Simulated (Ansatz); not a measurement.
# InGaAs2: the cost of one run

Program: Ansatz 0.2.0. PAW datasets, plane waves, zero pressure. Spin-unpolarised throughout. Whether this structure exists isn't addressed.

### Step 1. Starting point

This is the cell as the run starts from it, not yet at rest; its lengths are not the crystal's.

The symmetry is R3m (No. 160, trigonal); conventional cell a = 4.042 Å, c = 39.606 Å, 23.35 Å³ an atom. Ga has 4 As at 2.48 Å; In has 4 As at 2.48 Å; As has 4 Ga at 2.48 Å.

Structure file:

```cif
data_structure
_symmetry_space_group_name_H-M 'R3m:H'
_symmetry_Int_Tables_number 160
_cell_length_a 4.0422
_cell_length_b 4.0422
_cell_length_c 39.6056
_cell_angle_alpha 90.000
_cell_angle_beta 90.000
_cell_angle_gamma 120.000
_cell_volume 560.44
loop_
_atom_site_label
_atom_site_type_symbol
_atom_site_symmetry_multiplicity
_atom_site_Wyckoff_symbol
_atom_site_fract_x
_atom_site_fract_y
_atom_site_fract_z
_atom_site_occupancy
Ga1 Ga 3 a 0.00000 0.00000 0.00000 1
Ga2 Ga 3 a 0.00000 0.00000 0.25000 1
In1 In 3 a 0.33333 0.66667 0.16667 1
In2 In 3 a 0.66667 0.33333 0.08333 1
As1 As 3 a 0.00000 0.00000 0.31250 1
As2 As 3 a 0.33333 0.66667 0.22917 1
As3 As 3 a 0.66667 0.33333 0.14583 1
As4 As 3 a 0.00000 0.00000 0.06250 1
```

### Step 2. PBE: cell and atoms

input.yaml reads:

```yaml
crystal:
  lattice:
    - [2.0211148116, 1.1668911805, 13.2018666667]
    - [-2.0211148116, 1.1668911805, 13.2018666667]
    - [0.0, -2.3337823611, 13.2018666667]
  atoms:
    - { symbol: Ga, position: [1.0, 0.0, 0.0] }
    - { symbol: Ga, position: [0.25, 0.25, 0.25] }
    - { symbol: In, position: [0.5, 0.5, 0.5] }
    - { symbol: In, position: [0.75, 0.75, 0.75] }
    - { symbol: As, position: [0.3125, 0.3125, 0.3125] }
    - { symbol: As, position: [0.5625, 0.5625, 0.5625] }
    - { symbol: As, position: [0.8125, 0.8125, 0.8125] }
    - { symbol: As, position: [0.0625, 0.0625, 0.0625] }
kpoints:
  mp_grid: { grid: [6, 6, 6] }
hamiltonian:
  xc: pbe
scf:
  occupations: { method: fermi_dirac, width: 0.02 }
relax:
  f_tol: 0.005
  cell: {}
```

The run is started by

```
> ansatz run input.yaml --threads 4 --pin off --max-ram 6451MiB --backend cpu --events-out ev --progress --plain --runs-dir out
```

Q: Estimate wall time and peak memory on 4 threads of Intel Xeon at 2.60GHz (Ice Lake), shared host.

About 36 s, with a peak of 0.9 GiB.
